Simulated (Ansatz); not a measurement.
A run of Ansatz 0.2.0 is set up as follows.

input.yaml

```yaml
crystal:
  lattice:
    - [-1.37004, 1.37004, 9.71647]
    - [1.37004, -1.37004, 9.71647]
    - [1.37004, 1.37004, -9.71647]
  atoms:
    - { symbol: Ni, position: [0.19862, 0.19862, 0.0], spin: 1.0 }
    - { symbol: Mo, position: [0.60922, 0.60922, 0.0], spin: 1.0 }
    - { symbol: Pd, position: [0.7931, 0.7931, 0.0] }
    - { symbol: Ir, position: [0.39944, 0.39944, 0.0], spin: 0.6 }
    - { symbol: W, position: [0.99565, 0.99565, 0.0] }
kpoints:
  mp_grid: { grid: [13, 13, 13] }
scf:
  occupations: { method: fermi_dirac, width: 0.05 }
hamiltonian:
  xc: pbe
  pseudopotentials: { kind: all_electron, datasets: crystal }
magnetization:
  spin_polarized: true
output:
  forces: true
  stress: true
  eigenvalues: true
  dos: { projected: false, de: 0.2, e_range: [-14, 8] }
```

Potentials or basis: all-electron PAW datasets made for the crystal.

Command:

```sh
$ ansatz run input.yaml --threads 8 --pin off --max-ram 24576MiB --backend cpu --events-out ev --progress --plain --runs-dir out
```

Estimate the band gap on the k mesh.

none (metal or under the smearing width).

Estimate the net moment.

0.00 μB per cell.

States per cell in windows of 0.5 eV (zero at the Fermi level; states under -8 eV left out):
```csv
from (eV),up,down
-8.0,0.07,0.07
-7.5,0.10,0.10
-7.0,0.19,0.19
-6.5,0.46,0.46
-6.0,0.87,0.87
-5.5,1.07,1.07
-5.0,1.21,1.21
-4.5,1.30,1.30
-4.0,1.38,1.38
-3.5,2.06,2.06
-3.0,1.82,1.82
-2.5,1.94,1.94
-2.0,2.16,2.16
-1.5,2.34,2.34
-1.0,2.16,2.16
-0.5,1.31,1.31
0.0,0.82,0.82
0.5,0.90,0.90
1.0,1.11,1.11
1.5,0.88,0.88
2.0,0.67,0.67
2.5,0.80,0.80
3.0,0.81,0.81
3.5,0.74,0.74
4.0,0.41,0.41
4.5,0.45,0.45
5.0,0.33,0.33
5.5,0.31,0.31
6.0,0.40,0.40
6.5,0.35,0.35
7.0,0.36,0.36
7.5,0.39,0.39
```

Caveat: the program warned that the printed levels may be off, so bands, gaps and densities of states are rough; the starting moments weren't kept. Spin-orbit coupling is left out, which matters for the levels of Ir, W.
